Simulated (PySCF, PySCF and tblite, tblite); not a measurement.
# C2H7NOSi2: conformers and averaged spectra, part 2 of 2

PySCF and tblite. Atoms count from 0.

## Step 8: Excited states, conformer 2: CAM-B3LYP/def2-SVPD in dichloromethane

The job: settings as JSON, then the geometry in Å.

```
{"job": {"xc": "CAM-B3LYP", "basis": "def2-SVPD", "nstates": 6, "ntriplets": 0, "solvent": "dichloromethane", "kind": "uv"}, "charge": 0, "multiplicity": 1}
C      1.682398     1.101956    -0.162573
O      1.594491    -0.274756     0.038585
Si     0.436856    -1.329217    -0.378237
Si    -1.605315    -0.781857     0.571107
C     -1.991608     1.012791     0.201965
N     -2.161355     2.119430    -0.048284
H      1.787698     1.329626    -1.225936
H      2.563197     1.463826     0.369035
H      0.795584     1.616119     0.217251
H      1.048656    -2.531835     0.173308
H      0.313498    -1.419753    -1.842363
H     -2.769358    -1.493320     0.030261
H     -1.699132    -0.812523     2.038154
```

Standard output:

```text
coarse grid: 11912 points
cycle   1  E = -788.7563883182  dE =  4.907e-01  |g| = 7.177e-01  |ddm| = 4.443e+00
cycle   2  E = -788.6480671274  dE =  1.083e-01  |g| = 1.061e+00  |ddm| = 1.791e+00
cycle   3  E = -788.8672399364  dE = -2.192e-01  |g| = 7.328e-02  |ddm| = 1.006e+00
cycle   4  E = -788.8679029235  dE = -6.630e-04  |g| = 5.953e-02  |ddm| = 1.305e-01
cycle   5  E = -788.8686010066  dE = -6.981e-04  |g| = 1.202e-02  |ddm| = 6.647e-02
cycle   6  E = -788.8686371234  dE = -3.612e-05  |g| = 1.690e-03  |ddm| = 1.903e-02
cycle   7  E = -788.8686381125  dE = -9.891e-07  |g| = 4.084e-04  |ddm| = 4.385e-03
final grid: 106072 points
cycle   8  E = -788.9835086989  dE = -1.695e-05  |g| = 2.272e-03  |ddm| = 4.130e-02
cycle   9  E = -788.9835089145  dE = -2.156e-07  |g| = 2.246e-03  |ddm| = 7.281e-03
cycle  10  E = -788.9835098918  dE = -9.773e-07  |g| = 3.627e-04  |ddm| = 2.327e-03
cycle  11  E = -788.9835099150  dE = -2.327e-08  |g| = 1.576e-04  |ddm| = 4.725e-04
cycle  12  E = -788.9835099198  dE = -4.791e-09  |g| = 5.726e-05  |ddm| = 2.893e-04
cycle  13  E = -788.9835099205  dE = -7.158e-10  |g| = 1.594e-05  |ddm| = 6.091e-05
converged SCF energy = -788.9835099205

Static polarisability (au): isotropic 106.758, principal 92.362 107.512 120.399

Singlet excitations
state   eV       nm        f      main configurations
  1   6.0929    203.5   0.03440   H->L 0.92
  2   6.6708    185.9   0.02598   H->L+1 0.84
  3   6.9143    179.3   0.03333   H-1->L 0.84
  4   7.2593    170.8   0.04002   H-2->L 0.29, H->L+2 0.09, H-3->L 0.09
  5   7.2662    170.6   0.17903   H->L+2 0.60, H->L+4 0.10
  6   7.4279    166.9   0.05392   H->L+4 0.41, H-2->L 0.08
```

Run time: 20 s. Hardware: 1 thread of AMD EPYC 7B13, shared host; peak memory 0.91 GiB.

This run: HOMO -9.34 eV, LUMO 0.10 eV; dipole 3.65 D; S1 6.09 eV.

## Step 9: Boltzmann average: properties at mPW1PW91/pcSseg-1 in dichloromethane

The job: settings as JSON, then the geometry in Å.

```
{"job": {"study": "conf", "smiles": "CO[SiH2][SiH2]C#N", "search": {"seed": 9843, "n_embed": 90, "ff_keep": 18, "window": 3.0, "nmax": 4, "temps": [150, 200, 250, 298.15, 400], "t_ref": 298.15, "order": 0.0005}, "level": {"nmr": {"xc": "mPW1PW91", "basis": "pcSseg-1", "solvent": "dichloromethane"}, "sp": {"xc": "PBE0", "basis": "def2-TZVP", "solvent": "dichloromethane"}, "uv": {"xc": "CAM-B3LYP", "basis": "def2-SVPD", "nstates": 6, "ntriplets": 0, "solvent": "dichloromethane"}}, "kind": "conf"}, "charge": 0, "multiplicity": 1}
C      1.682398     1.101956    -0.162573
O      1.594491    -0.274756     0.038585
Si     0.436856    -1.329217    -0.378237
Si    -1.605315    -0.781857     0.571107
C     -1.991608     1.012791     0.201965
N     -2.161355     2.119430    -0.048284
H      1.787698     1.329626    -1.225936
H      2.563197     1.463826     0.369035
H      0.795584     1.616119     0.217251
H      1.048656    -2.531835     0.173308
H      0.313498    -1.419753    -1.842363
H     -2.769358    -1.493320     0.030261
H     -1.699132    -0.812523     2.038154
```

Standard output:

```text
conformer  sym    E(xTB)   E(DFT)   G(298.15 K)  weight  dipole/D
    1     Cs      0.000    0.000    0.164   0.4314    5.888
    2     C1      1.265    0.112    0.000   0.5686    3.607

mean shielding (ppm) by class
class atoms           150 K      200 K      250 K   298.15 K      400 K
  0 C  0            130.541    130.616    130.662    130.693    130.734
  1 O  1            349.698    349.626    349.582    349.552    349.512
  2 Si 2             372.74    373.041    373.225    373.348    373.515
  3 Si 3            459.127    459.178    459.209     459.23    459.258
  4 C  4             57.008     56.921     56.867     56.832     56.784
  5 N  5            -82.505    -82.693    -82.808    -82.885     -82.99
  6 H  6,7,8         27.833     27.822     27.816     27.812     27.806
  7 H  9,10          26.405     26.403     26.402     26.401       26.4
  8 H  11,12         27.521     27.529     27.534     27.537     27.542
```

It took 94 s on 1 thread of AMD EPYC 7B13, shared host. This counts the runs that the step sums up.

The search (ETKDG and KDG, MMFF94s, GFN2-xTB) embedded 90 structures, kept 3 distinct ones after the force field and 2 after xTB; 2 were carried on (window 3.0 kcal/mol at the search's own energies). Energies: PBE0/def2-TZVP in dichloromethane with D3(BJ).

Conformer by conformer (298 K):

| no. | group | mirror pair | ΔE xTB | ΔE DFT | ΔG | weight (%) | μ (D) | C0–O1–Si2–Si3 (°) | O1–Si2–Si3–C4 (°) | A, B, C (GHz) |
| --- | --- | --- | --- | --- | --- | --- | --- | --- | --- | --- |
| 1 | Cs | no | 0.00 | 0.00 | 0.16 | 43.1 | 5.89 | 180 | 180 | 7.95, 0.93, 0.85 |
| 2 | C1 | yes | 1.26 | 0.11 | 0.00 | 56.9 | 3.61 | -59 | 52 | 2.91, 1.60, 1.11 |

Energies in kcal/mol. ΔG holds xTB vibrations and rotation, symmetry numbers and mirror pairs.

Weights (%) by temperature:

| no. | 150 K | 200 K | 250 K | 298 K | 400 K |
| --- | --- | --- | --- | --- | --- |
| 2 | 47.1 | 51.9 | 54.9 | 56.9 | 59.6 |
| 1 | 52.9 | 48.1 | 45.1 | 43.1 | 40.4 |

Other ways of weighting, at the same temperature:

| scheme | 2 | 1 | mean μ (D) |
| --- | --- | --- | --- |
| DFT free energy | 57 | 43 | 4.59 |
| DFT energy, symmetry counted | 62 | 38 | 4.47 |
| DFT energy alone | 45 | 55 | 4.86 |
| xTB energy, symmetry counted | 19 | 81 | 5.45 |
| xTB free energy | 16 | 84 | 5.53 |
| lowest conformer only | 100 | 0 | 3.61 |
| equal weights | 50 | 50 | 4.75 |
| conformers found from three starts alone | 0 | 100 | 5.89 |

Shifts against references run at the same level (1H TMS 31.74, 13C TMS 186.9, 29Si TMS 347.7 ppm of shielding), by class of atoms, at 298 K:

| atoms | environment | no. 2 | no. 1 | average |
| --- | --- | --- | --- | --- |
| C4 | nitrile carbon | 130.8 | 129.0 | 130.0 |
| C0 | methyl carbon bonded to O | 55.5 | 57.0 | 56.2 |
| H9, H10 | hydrogen on a silicon bonded to O, Si | 5.36 | 5.32 | 5.34 |
| H11, H12 | hydrogen on a silicon bonded to C, Si | 4.13 | 4.30 | 4.21 |
| H6, H7, H8 | hydrogen on a methyl carbon bonded to O | 4.03 | 3.80 | 3.93 |
| O1 | oxygen bonded to C, Si | 348.9 (σ) | 350.4 (σ) | 349.6 (σ) |
| Si2 | silicon bonded to O, Si, 2 H | -28.3 | -22.1 | -25.6 |
| Si3 | silicon bonded to C, Si, 2 H | -112.0 | -110.9 | -111.5 |
| N5 | nitrile nitrogen | -84.6 (σ) | -80.7 (σ) | -82.9 (σ) |

Effective distances for nuclear Overhauser effects, ⟨r⁻⁶⟩^(−1/6) as a mean over all pairs of two classes, so longer than the nearest pair where a class holds remote atoms (Å): H6···H9 3.58; H9···H11 3.94.

Lowest and brightest singlet by conformer (CAM-B3LYP/def2-SVPD in dichloromethane): no. 2 6.09 and 7.27 eV; no. 1 6.61 and 7.47 eV.

## Step 10: Results

What follows sums up all 2 parts.

| quantity | value |
| --- | --- |
| conformers | 2; the first in weight is no. 2 (C1), 57 % at 298 K |
| root-mean-square dipole | 4.73 D |
| averaged 13C shifts (mPW1PW91/pcSseg-1 in dichloromethane) | 130.0, 56.2 ppm |
| averaged 1H shifts (mPW1PW91/pcSseg-1 in dichloromethane) | 5.34, 4.21, 3.93 ppm |
| averaged 29Si shifts (mPW1PW91/pcSseg-1 in dichloromethane) | -25.6, -111.5 ppm |

What this shows: Conformer 2 leads with 57 % at 298 K, and its share goes from 47 % at 150 K to 60 % at 400 K. It is not the lowest in DFT energy (no. 1 is): its mirror image counts too, which doubles its weight. Among conformers over 5 %, H6, H7, H8 differ by 0.22 ppm, while the average moves by 0.03 ppm from 150 to 400 K.
